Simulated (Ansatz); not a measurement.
**MnPt2 in Ansatz: the effect of target pressure**

MnPt2:

```
CELL_PARAMETERS angstrom
2.85840 0.00000 0.00000
-1.42920 2.47545 0.00000
0.00000 0.00000 6.53250
ATOMIC_POSITIONS crystal
Pt 0.66667 0.33333 0.31621
Pt 0.33333 0.66667 0.68379
Mn 0.00000 0.00000 0.00000
```

The cell comes from a database or a generator and needn't be the stable form of this composition.

Alike in all runs:

- Program: Ansatz 0.2.0
- Task: relaxation of cell and atoms
- Functional: PBEsol
- Potentials or basis: Ansatz PAW
- Cutoff: 420 eV (not typed: the program's choice for these potentials)
- k mesh: 11 × 11 × 4
- Occupations: fermi-dirac, width 0.05 eV
- Spin: collinear spin, ferromagnetic start
- Starting moments: [0.0, 0.0, 4.0] μB

Each run relaxes the cell or the atoms first.

```tsv
target pressure	relaxed volume (Å³/atom)	moment (μB)
0 GPa	?	?
2 GPa	14.38	4.06
5 GPa	14.16	3.91
10 GPa	13.82	3.66
20 GPa	13.22	3.05
30 GPa	12.67	1.92
```

Question: What does the run with target pressure 0 GPa give?

Answer: Relaxed volume 14.54 Å³/atom; moment 4.14 μB.

Worked out: In Murnaghan's law V^(-B') rises as a straight line in P. The other rows fit best with B' = 2.0, V0 = 14.53 Å³/atom and B0 = 191 GPa, which gives 14.53 Å³/atom at 0 GPa, against the run's 14.54. A parabola through the other rows of the moment, of slope -0.0185 μB per GPa there, extrapolates to 4.07 μB, against the run's 4.14.

Caveats: the plane-wave basis is chosen anew once the cell has moved, so the energies of steps on either side of that aren't comparable; the PAW data sets come from PBE, with cores solved anew for the run's functional, which leaves a small shift of forces and pressure; the volume moved by over 15 % at a fixed basis, so the end points are rough (some runs).
